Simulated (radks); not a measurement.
# Cu⁴⁺ in [Ar] 3d7: an all-electron calculation

One table from this session's results is given with a row withheld; the runs are named, their logs left out.

Program: radks (a radial shooting solver on a logarithmic mesh, Libxc functionals) version 1. Level of theory: non-relativistic Kohn-Sham, PBE, spin-polarised, spherical densities, point nucleus; open shells are filled with parallel spins first. These are calculated values, not measurements, unless marked.

## What is computed

| Item | Value |
| --- | --- |
| element | copper (Z = 29) |
| charge | +4 |
| electrons | 25 |
| configuration | [Ar] 3d7 |

The outer shells:

Cu⁴⁺
```
[Ar] core
3d [↑↓][↑↓][↑ ][↑ ][↑ ]
```

The first run:

Settings of this run:

```text
Z 29
configuration [Ar] 3d7 4s0 4p0 4d0 4f0
relativity non-relativistic
functional pbe,pbe
spin polarised
nucleus point
```

On the command line:

```console
$ python run_ks.py task.json out
```

The same process makes all the runs of this session.

One of the session's tables, all rows but one given; the rest of the session is left out.

It belongs to the step «Radial structure». From the orbitals of this run (lengths in bohr):

```
  level      <r>  outermost maximum (interpolated)  90 % within  nodes
1s down  0.05291                            0.0349       0.0942      0
  1s up  0.05291                            0.0349       0.0942      0
  2s up   0.2388                             0.200        0.369      1
2s down        ?                                 ?            ?      ?
  2p up   0.2080                             0.160        0.340      0
2p down   0.2077                             0.160        0.339      0
  3s up   0.7074                             0.617         1.05      2
3s down   0.7098                             0.618         1.06      2
  3p up   0.7281                             0.616         1.11      1
3p down   0.7319                             0.618         1.12      1
  3d up   0.7962                             0.574         1.32      0
3d down   0.8111                             0.579         1.35      0
  4s up    1.913                              1.73         2.76      3
4s down    1.937                              1.75         2.80      3
  4p up    2.131                              1.92         3.10      2
4p down    2.162                              1.94         3.14      2
```

**Question.** Estimate the row for 2s down.

The run gave: <r>: 0.2385; outermost maximum (interpolated): 0.200; 90 % within: 0.369; nodes: 1. In the column «<r>» it lies between 2p up (0.2080) and 2s up (0.2388).

Limits of these values: Open shells are spherical and high-spin; term and fine-structure splittings are not resolved.
